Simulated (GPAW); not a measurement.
# ULDA (PW92)/sz(dzp) (scalar-relativistic datasets) run of GaHBr (SMILES [GaH][Br])

We compute ionisation energies of GaHBr. The job is set up through an ASE script.

The calculation is run with GPAW 26.7.0.

3 further runs of the same task are left out: 1 that didn't finish, 2 set aside as unsound or not needed.

### Step 1. Starting point

The species is GaHBr (3 atoms), meant as a doublet with charge 0. SMILES: `[GaH][Br]`. The shape comes from GFN2-xTB, which is rough for such elements, and wasn't checked as a minimum.

Bond lengths: Ga1–Br2 2.377 Å, Ga1–H3 1.828 Å. Angles: Br2–Ga1–H3 111.0°.

### Step 2. Ionisation energies at ULDA (PW92)/sz(dzp) (scalar-relativistic datasets)

mol_ipea.py reads:

```python
import numpy as np
from ase import Atoms
from ase.units import Bohr
from gpaw import GPAW

# Atomic positions
positions_bohr = np.array(
              [[ -0.933090,   1.130812,  -0.425132],
               [  2.991002,   0.880329,   1.745653],
               [ -2.057893,  -2.011160,  -1.320522]])
atoms = Atoms('GaBrH', positions=positions_bohr * Bohr)
atoms.center(vacuum=4.5)

energies = {}
for name, charge, unpaired in [('neutral', 0, 1), ('oxidised', 1, 0)]:
    atoms.set_initial_magnetic_moments([unpaired / len(atoms)] * len(atoms))
    dft = GPAW(mode='lcao',
               basis='sz(dzp)',
               h=0.25,
               xc='LDA',
               charge=charge,
               occupations={'name': 'fermi-dirac', 'width': 0.01, 'fixmagmom': unpaired > 0},
               maxiter=100,
               symmetry='off',
               txt='-')
    atoms.calc = dft
    energies[name] = atoms.get_potential_energy()
    print(f'{name:10} {energies[name]:12.5f} eV')

ip = energies['oxidised'] - energies['neutral']
print(f'Vertical IP             {ip:.3f} eV')
```

Launch:

```bash
$ python mol_ipea.py
```

**Question.** What will come out? Wanted: first ionisation energy.

Answer, from the run:

Level: ULDA (PW92)/sz(dzp) (scalar-relativistic datasets).

| quantity | value |
| --- | --- |
| first ionisation energy | 9.19 eV |
